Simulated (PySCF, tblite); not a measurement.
# C₈H₇FSi: geometry, infrared bands and NMR shifts

What infrared bands and NMR shifts should C₈H₇FSi (`C#C[Si](F)(C#CC)C#CC`) show?

Programs: tblite 0.8.0 and PySCF 2.14.0, with density-fitted response routines of our own. Each step states its level of theory. These are calculated values for one molecule in the gas phase, unless marked as measured. Atoms count from 0, in the outputs and in this text.

**1. The molecule as given**

17 atoms, charge 0, multiplicity 1; geometry from: force field or distance geometry start.

Bonds of the start (Å): C0–C1 1.20, C1–Si2 1.84, Si2–F3 1.69, Si2–C4 1.82, C4–C5 1.21, C5–C6 1.48, Si2–C7 1.81, C7–C8 1.21, C8–C9 1.48, C0–H10 1.07, C6–H11 1.10, C6–H12 1.13, C6–H13 1.11, C9–H14 1.11, C9–H15 1.12, C9–H16 1.09.

**2. Relaxing the molecule with GFN2-xTB**

The job: settings as JSON, then the geometry in Å.

```
{"job": {"kind": "relax", "xc": "GFN2-xTB", "basis": "xTB"}, "charge": 0, "multiplicity": 1}
C     -0.518900     3.174000    -1.815900
C     -0.352200     1.997200    -1.627800
Si    -0.052700     0.200900    -1.335200
F      0.039000    -0.576000    -2.837800
C     -1.421000    -0.489100    -0.344300
C     -2.330100    -0.970900     0.299600
C     -3.426200    -1.569900     1.085000
C      1.483000     0.074500    -0.380000
C      2.504300    -0.039600     0.264200
C      3.731900    -0.178800     1.073800
H     -0.697600     4.213100    -1.973600
H     -3.021600    -1.931200     2.038600
H     -3.857600    -2.465400     0.557700
H     -4.219400    -0.825600     1.292300
H      4.035700     0.842500     1.383000
H      4.505900    -0.602800     0.381000
H      3.590500    -0.841000     1.929400
```

On the command line:

```
OMP_NUM_THREADS=1 python probes_run.py task.json out
```

This one command runs all jobs of the session in turn.

**Question.** This job is followed by: GFN2-xTB harmonic vibrations, gas phase; GIAO PBE0/pcSseg-1 NMR shielding, non-relativistic, gas phase. What will the session give for the following? strongest single infrared mode (GFN2-xTB); zero-point energy (GFN2-xTB); 13C shifts against TMS (PBE0/pcSseg-1, means over atoms taken as alike); 1H shifts against TMS (PBE0/pcSseg-1, means over atoms taken as alike); 29Si shifts against TMS (PBE0/pcSseg-1); 19F shifts against CFCl3 (PBE0/pcSseg-1); surface potential, 1st and 99th percentile.

**Answer**, as computed:

| quantity | value |
| --- | --- |
| strongest single infrared mode (GFN2-xTB) | 2331 cm⁻¹, 424 km/mol |
| zero-point energy (GFN2-xTB) | 71.8 kcal/mol |
| 13C shifts against TMS (PBE0/pcSseg-1, means over atoms taken as alike) | 110.6, 99.4, 88.0, 84.1, 5.7 ppm |
| 1H shifts against TMS (PBE0/pcSseg-1, means over atoms taken as alike) | 2.09, 1.84 ppm |
| 29Si shifts against TMS (PBE0/pcSseg-1) | -72.9 ppm |
| 19F shifts against CFCl3 (PBE0/pcSseg-1) | -156.3 ppm |
| surface potential, 1st and 99th percentile | -1.34 V and 1.35 V |

Over 63 steps the energy fell by 0.237 eV; of the close pairs, Si2–F3 changed most, 1.694 to 1.620 Å. The lowest mode is imaginary (28i cm⁻¹), so the xTB geometry is not a minimum. The strongest single mode, at 2331 cm⁻¹, is spread over several atoms, C8, C7, C5, C4 among them. GFN2-xTB is a fitted tight-binding method: band positions and strengths are rough. Its intensities can rank the bands wrongly. At PBE0/pcSseg-1, counted by nearest atom on the grid, the HOMO lies on 4 C atoms about 21 % each, the LUMO on Si2 20 %; 4 C atoms about 11 % each.
